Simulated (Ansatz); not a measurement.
# (110) superlattice of 4 and 2 atomic planes of Ge and AlAs, in-plane a of AlAs, 12 atoms

Wanted: the effect of changed settings on energy, forces, pressure and convergence.

All numbers are computed with Ansatz 0.2.0 (PAW, plane waves).

## (1) The system as built

12 atoms (2 Al, 8 Ge, 2 As); a = 4.012 Å, b = 5.674 Å, c = 12.040 Å, α = 90.00°, β = 90.00°, γ = 90.00°. All atoms were shaken off their sites by about 0.07 Å along each axis.

As a file:

```cif
data_structure
_symmetry_space_group_name_H-M 'P 1'
_symmetry_Int_Tables_number 1
_cell_length_a 4.0122
_cell_length_b 5.6741
_cell_length_c 12.0403
_cell_angle_alpha 90.000
_cell_angle_beta 90.000
_cell_angle_gamma 90.000
_cell_volume 274.10
loop_
_atom_site_label
_atom_site_type_symbol
_atom_site_fract_x
_atom_site_fract_y
_atom_site_fract_z
_atom_site_occupancy
Al1 Al 0.00080 0.99467 0.66788 1
Al2 Al 0.50570 0.52109 0.83146 1
Ge1 Ge 0.98138 0.99678 0.99877 1
Ge2 Ge 0.01382 0.25202 0.49548 1
Ge3 Ge 0.00583 0.00137 0.33901 1
Ge4 Ge 0.99369 0.25029 0.16330 1
Ge5 Ge 0.50982 0.49522 0.50340 1
Ge6 Ge 0.51638 0.77159 0.33026 1
Ge7 Ge 0.50062 0.49406 0.16703 1
Ge8 Ge 0.46880 0.76016 0.99924 1
As1 As 0.00823 0.25153 0.84122 1
As2 As 0.50333 0.73736 0.67324 1
```

## (2) Single point with PBEsol

Contents of in.yaml:

```yaml
crystal:
  lattice:
    - [2.837049, -2.837049, 0.000000]
    - [0.000000, 0.000000, 5.674099]
    - [-8.513762, -8.513762, 0.000000]
  atoms:
    - { symbol: Al, position: [0.000802, 0.994665, 0.667884] }
    - { symbol: Al, position: [0.505705, 0.521095, 0.831460] }
    - { symbol: Ge, position: [0.981383, 0.996784, 0.998766] }
    - { symbol: Ge, position: [0.013818, 0.252017, 0.495481] }
    - { symbol: Ge, position: [0.005827, 0.001374, 0.339006] }
    - { symbol: Ge, position: [0.993690, 0.250287, 0.163303] }
    - { symbol: Ge, position: [0.509816, 0.495221, 0.503403] }
    - { symbol: Ge, position: [0.516381, 0.771589, 0.330259] }
    - { symbol: Ge, position: [0.500623, 0.494057, 0.167035] }
    - { symbol: Ge, position: [0.468802, 0.760158, 0.999239] }
    - { symbol: As, position: [0.008232, 0.251532, 0.841216] }
    - { symbol: As, position: [0.503326, 0.737356, 0.673239] }
kpoints:
  mp_grid: { grid: [4, 3, 1] }
hamiltonian:
  xc: pbesol
scf:
  occupations: { method: fermi_dirac, width: 0.01 }
output:
  forces: true
  eigenvalues: true
  stress: true
  populations: true
```

The run is started by

```console
$ ansatz run in.yaml --threads 7 --pin off --max-ram 13300MiB --runs-dir r --events-out ev --progress --plain
```

## (3) Variant: cutoff 350 eV, at most 14 cycles

Changes to in.yaml since step 2:

```diff
@@ -20,2 +20,3 @@
   mp_grid: { grid: [4, 3, 1] }
+basis: { ecutwfc: 350 }
 hamiltonian:
@@ -24,2 +25,3 @@
   occupations: { method: fermi_dirac, width: 0.01 }
+  max_iter: 14
 output:
@@ -28,2 +30 @@
   stress: true
-  populations: true
```

## (4) Run again with starting moment 1 μB

Changes to in.yaml since step 3:

```diff
@@ -20,8 +20,10 @@
   mp_grid: { grid: [4, 3, 1] }
-basis: { ecutwfc: 350 }
 hamiltonian:
   xc: pbesol
+magnetization:
+  spin_polarized: true
+  initial_magnetization: 1
 scf:
   occupations: { method: fermi_dirac, width: 0.01 }
-  max_iter: 14
+  max_iter: 50
 output:
```

## (5) Run again with k points one point at (½, ½, ½), at most 6 cycles

Changes to in.yaml since step 4:

```diff
@@ -19,11 +19,8 @@
 kpoints:
-  mp_grid: { grid: [4, 3, 1] }
+  mp_grid: { grid: [1, 1, 1], shift: [0.5, 0.5, 0.5] }
 hamiltonian:
   xc: pbesol
-magnetization:
-  spin_polarized: true
-  initial_magnetization: 1
 scf:
   occupations: { method: fermi_dirac, width: 0.01 }
-  max_iter: 50
+  max_iter: 6
 output:
```

## (6) Variant: mixing beta 0.6

Changes to in.yaml since step 5:

```diff
@@ -19,3 +19,3 @@
 kpoints:
-  mp_grid: { grid: [1, 1, 1], shift: [0.5, 0.5, 0.5] }
+  mp_grid: { grid: [4, 3, 1] }
 hamiltonian:
@@ -24,3 +24,4 @@
   occupations: { method: fermi_dirac, width: 0.01 }
-  max_iter: 6
+  max_iter: 70
+  mixing: { beta: 0.6 }
 output:
```

## (7) Variant: k points 1×1×2

Changes to in.yaml since step 6:

```diff
@@ -19,3 +19,3 @@
 kpoints:
-  mp_grid: { grid: [4, 3, 1] }
+  mp_grid: { grid: [1, 1, 2] }
 hamiltonian:
@@ -25,3 +25,2 @@
   max_iter: 70
-  mixing: { beta: 0.6 }
 output:
```

Q: Predict the outcome of this session. Wanted: for each run, settings; status; energy from base; forces from base.

**Answer**, as computed:

| settings | status | cycles | time | energy from base (meV/atom) | forces from base (eV/Å rms) | filled to empty level on the mesh (eV) |
| --- | --- | --- | --- | --- | --- | --- |
| base | converged | 9 | 3.5 s (7 CPU threads) | 0 | 0 | 0.13 |
| cutoff 350 eV, at most 14 cycles | converged, settings too loose | 9 | 1.8 s (7 CPU threads) | +7.7 | 0.002 | 0.13 |
| starting moment 1 μB | converged | 15 | 6.4 s (7 CPU threads) | 0.0 | 0.000 | 0.13 |
| k points one point at (½, ½, ½), at most 6 cycles | not converged | - | 0.5 s (7 CPU threads) | - | - | - |
| mixing beta 0.6 | converged | 8 | 2.3 s (7 CPU threads) | 0.0 | 0.000 | 0.13 |
| k points 1×1×2 | converged | 11 | 0.8 s (7 CPU threads) | +1334.4 | 0.475 | 0.23 |

Among these variants the forces move most with k points 1×1×2 (0.475 eV/Å rms). 1 of 5 variants gave no result: k points one point at (½, ½, ½), at most 6 cycles (not converged).
